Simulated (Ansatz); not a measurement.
# GeSb4Te7: the cost of one run

Program: Ansatz 0.2.0. Level of theory: DFT PBE, scalar-relativistic, plane waves, PAW. These are calculated values, not measurements.

### Step 1. The system as given

The structure is trigonal, space group P-3m1 (No. 164). The conventional cell has a = 4.289 Å, b = 4.289 Å, c = 24.638 Å, α = 90.00°, β = 90.00°, γ = 120.00°. Ge (site symmetry -3m) is surrounded by 6 Te at 3.00 Å. Around Sb (site symmetry 3m) lie 6 Te at 3.01 to 3.18 Å. Sb (site symmetry 3m) is surrounded by 6 Te at 3.00 to 3.19 Å. Te (site symmetry 3m) is surrounded by 3 Sb at 3.01 Å. Te (site symmetry 3m) is surrounded by 3 Sb at 3.00 Å. Te (site symmetry 3m) is surrounded by 3 Ge at 3.00 Å and 3 Sb at 3.19 Å. Around Te (site symmetry -3m) lie 6 Sb at 3.18 Å.

Structure file:

```
CELL_PARAMETERS angstrom
8.57860 0.00000 0.00000
-4.28930 7.42929 0.00000
0.00000 0.00000 24.63778
ATOMIC_POSITIONS crystal
Ge 0.00000 0.00000 0.50000
Ge 0.00000 0.50000 0.50000
Ge 0.50000 0.00000 0.50000
Ge 0.50000 0.50000 0.50000
Sb 0.33333 0.16667 0.91890
Sb 0.33333 0.66667 0.91890
Sb 0.83333 0.16667 0.91890
Sb 0.83333 0.66667 0.91890
Sb 0.16667 0.33333 0.34975
Sb 0.16667 0.83333 0.34975
Sb 0.66667 0.33333 0.34975
Sb 0.66667 0.83333 0.34975
Sb 0.16667 0.33333 0.08110
Sb 0.16667 0.83333 0.08110
Sb 0.66667 0.33333 0.08110
Sb 0.66667 0.83333 0.08110
Sb 0.33333 0.16667 0.65025
Sb 0.33333 0.66667 0.65025
Sb 0.83333 0.16667 0.65025
Sb 0.83333 0.66667 0.65025
Te 0.16667 0.33333 0.84973
Te 0.16667 0.83333 0.84973
Te 0.66667 0.33333 0.84973
Te 0.66667 0.83333 0.84973
Te 0.33333 0.16667 0.15027
Te 0.33333 0.66667 0.15027
Te 0.83333 0.16667 0.15027
Te 0.83333 0.66667 0.15027
Te 0.00000 0.00000 0.71898
Te 0.00000 0.50000 0.71898
Te 0.50000 0.00000 0.71898
Te 0.50000 0.50000 0.71898
Te 0.33333 0.16667 0.43139
Te 0.33333 0.66667 0.43139
Te 0.83333 0.16667 0.43139
Te 0.83333 0.66667 0.43139
Te 0.16667 0.33333 0.56861
Te 0.16667 0.83333 0.56861
Te 0.66667 0.33333 0.56861
Te 0.66667 0.83333 0.56861
Te 0.00000 0.00000 0.00000
Te 0.00000 0.50000 0.00000
Te 0.50000 0.00000 0.00000
Te 0.50000 0.50000 0.00000
Te 0.00000 0.00000 0.28102
Te 0.00000 0.50000 0.28102
Te 0.50000 0.00000 0.28102
Te 0.50000 0.50000 0.28102
```

The runs take a perfect supercell of 48 atoms; the defect goes to fractional position (0.000, 0.000, 0.500).

### Step 2. The perfect supercell

Contents of input.yaml:

```yaml
crystal:
  lattice:
    - [8.578601, 0.0, 0.0]
    - [-4.2893, 7.429286, 0.0]
    - [0.0, 0.0, 24.637778]
  atoms:
    - { symbol: Ge, position: [0.0, 0.0, 0.5] }
    - { symbol: Ge, position: [0.0, 0.5, 0.5] }
    - { symbol: Ge, position: [0.5, 0.0, 0.5] }
    - { symbol: Ge, position: [0.5, 0.5, 0.5] }
    - { symbol: Sb, position: [0.333333, 0.166667, 0.918899] }
    - { symbol: Sb, position: [0.333333, 0.666667, 0.918899] }
    - { symbol: Sb, position: [0.833333, 0.166667, 0.918899] }
    - { symbol: Sb, position: [0.833333, 0.666667, 0.918899] }
    - { symbol: Sb, position: [0.166667, 0.333333, 0.349752] }
    - { symbol: Sb, position: [0.166667, 0.833333, 0.349752] }
    - { symbol: Sb, position: [0.666667, 0.333333, 0.349752] }
    - { symbol: Sb, position: [0.666667, 0.833333, 0.349752] }
    - { symbol: Sb, position: [0.166667, 0.333333, 0.081101] }
    - { symbol: Sb, position: [0.166667, 0.833333, 0.081101] }
    - { symbol: Sb, position: [0.666667, 0.333333, 0.081101] }
    - { symbol: Sb, position: [0.666667, 0.833333, 0.081101] }
    - { symbol: Sb, position: [0.333333, 0.166667, 0.650248] }
    - { symbol: Sb, position: [0.333333, 0.666667, 0.650248] }
    - { symbol: Sb, position: [0.833333, 0.166667, 0.650248] }
    - { symbol: Sb, position: [0.833333, 0.666667, 0.650248] }
    - { symbol: Te, position: [0.166667, 0.333333, 0.849732] }
    - { symbol: Te, position: [0.166667, 0.833333, 0.849732] }
    - { symbol: Te, position: [0.666667, 0.333333, 0.849732] }
    - { symbol: Te, position: [0.666667, 0.833333, 0.849732] }
    - { symbol: Te, position: [0.333333, 0.166667, 0.150268] }
    - { symbol: Te, position: [0.333333, 0.666667, 0.150268] }
    - { symbol: Te, position: [0.833333, 0.166667, 0.150268] }
    - { symbol: Te, position: [0.833333, 0.666667, 0.150268] }
    - { symbol: Te, position: [0.0, 0.0, 0.718978] }
    - { symbol: Te, position: [0.0, 0.5, 0.718978] }
    - { symbol: Te, position: [0.5, 0.0, 0.718978] }
    - { symbol: Te, position: [0.5, 0.5, 0.718978] }
    - { symbol: Te, position: [0.333333, 0.166667, 0.431394] }
    - { symbol: Te, position: [0.333333, 0.666667, 0.431394] }
    - { symbol: Te, position: [0.833333, 0.166667, 0.431394] }
    - { symbol: Te, position: [0.833333, 0.666667, 0.431394] }
    - { symbol: Te, position: [0.166667, 0.333333, 0.568606] }
    - { symbol: Te, position: [0.166667, 0.833333, 0.568606] }
    - { symbol: Te, position: [0.666667, 0.333333, 0.568606] }
    - { symbol: Te, position: [0.666667, 0.833333, 0.568606] }
    - { symbol: Te, position: [0.0, 0.0, 0.0] }
    - { symbol: Te, position: [0.0, 0.5, 0.0] }
    - { symbol: Te, position: [0.5, 0.0, 0.0] }
    - { symbol: Te, position: [0.5, 0.5, 0.0] }
    - { symbol: Te, position: [0.0, 0.0, 0.281022] }
    - { symbol: Te, position: [0.0, 0.5, 0.281022] }
    - { symbol: Te, position: [0.5, 0.0, 0.281022] }
    - { symbol: Te, position: [0.5, 0.5, 0.281022] }
basis:
  ecutwfc: 420
  fft_grid_basis: typed
kpoints:
  mp_grid: { grid: [3, 3, 1] }
hamiltonian:
  xc: pbe
  pseudopotentials: { kind: paw }
scf:
  occupations: { method: gaussian, width: 0.05 }
output:
  forces: true
  stress: false
  eigenvalues: true
  bader: false
  write_density: true
  volumetric_format: npy
```

Launch:

```sh
ansatz run input.yaml --threads 8 --pin off --max-ram 16384MiB --backend cpu --events-out ev --progress --plain --runs-dir out
```

Q: Estimate wall time and peak memory on 8 threads of Arm Neoverse V2, shared host.

About 25 s, with a peak of 8.7 GiB.
